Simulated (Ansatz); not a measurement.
# Al4In: what a guessed cell relaxes into

The task: take a trial cell of Al4In to zero force and stress.

Computed with Ansatz 0.2.0 (DFT PBE, scalar-relativistic, plane waves, PAW, unless a step's input says otherwise).

## (1) The system as given

It takes space group I-43m (No. 217, cubic). The conventional cell has a = 6.049 Å, b = 6.049 Å, c = 6.049 Å, α = 90.00°, β = 90.00°, γ = 90.00°. Around Al (site symmetry 3m) lie 1 In at 1.83 Å. Around In (site symmetry -43m) lie 4 Al at 1.83 Å.

Structure file:

```xyz
5
Lattice="-3.0243 3.0243 3.0243 3.0243 -3.0243 3.0243 3.0243 3.0243 -3.0243" Properties=species:S:1:pos:R:3 pbc="T T T"
Al    1.0573    1.0573    1.0573
Al   -1.9670    1.9670    1.9670
Al    1.9670    1.9670   -1.9670
Al    1.9670   -1.9670    1.9670
In    0.0000    0.0000    0.0000
```

A structure generator made this guess: species swapped into a database cell of GeF4 (I-43m, No. 217), with In on the Ge sites and Al on the F sites. Its size is a rough estimate.

## (2) The guess as it stands, on a coarse mesh

Contents of input.yaml:

```yaml
crystal:
  lattice:
    - [-3.0242834, 3.0242834, 3.0242834]
    - [3.0242834, -3.0242834, 3.0242834]
    - [3.0242834, 3.0242834, -3.0242834]
  atoms:
    - { symbol: Al, position: [0.34959999, 0.34959999, 0.34959999] }
    - { symbol: Al, position: [0.65040001, 0.0, 0.0] }
    - { symbol: Al, position: [0.0, 0.0, 0.65040001] }
    - { symbol: Al, position: [0.0, 0.65040001, 0.0] }
    - { symbol: In, position: [0.0, 0.0, 0.0] }
basis:
  ecutwfc: 420
kpoints:
  mp_grid: { grid: [4, 4, 4] }
hamiltonian:
  xc: pbe
scf:
  occupations: { method: gaussian, width: 0.1 }
  lower_state_search: "off"
output:
  forces: true
  stress: true
  eigenvalues: true
```

Run with:

```bash
> ansatz run input.yaml --threads 1 --pin off --max-ram 2560MiB --backend cpu --events-out ev --progress --plain --runs-dir out
```

Further runs follow: a loose first relaxation; relaxation on the finer mesh.

Q: Predict the outcome of this session. Wanted: conventional cell; volume; energy over the elements; gap on the mesh.

The runs gave:

| quantity | value |
| --- | --- |
| symmetry at the end (tolerance 0.05 Å) | space group Im-3m (No. 229) |
| conventional cell | a = 6.270 Å, b = 6.270 Å, c = 6.270 Å, α = 90.00°, β = 90.00°, γ = 90.00° |
| volume | 24.64 Å³/atom |
| energy over the elements | +0.63 eV/atom |
| gap on the mesh | none (metal) |

In words: The symmetry goes from space group I-43m (No. 217) to space group Im-3m (No. 229), and the volume per atom grows by 11.4 % from the first guess. With a positive formation energy it can't be a ground state. No finished test with a distortion of lower symmetry is shown, so the end may be a saddle point. Where forces pass 15 eV/Å atoms stand far too close, the PAW spheres overlap strongly and those numbers are rough.
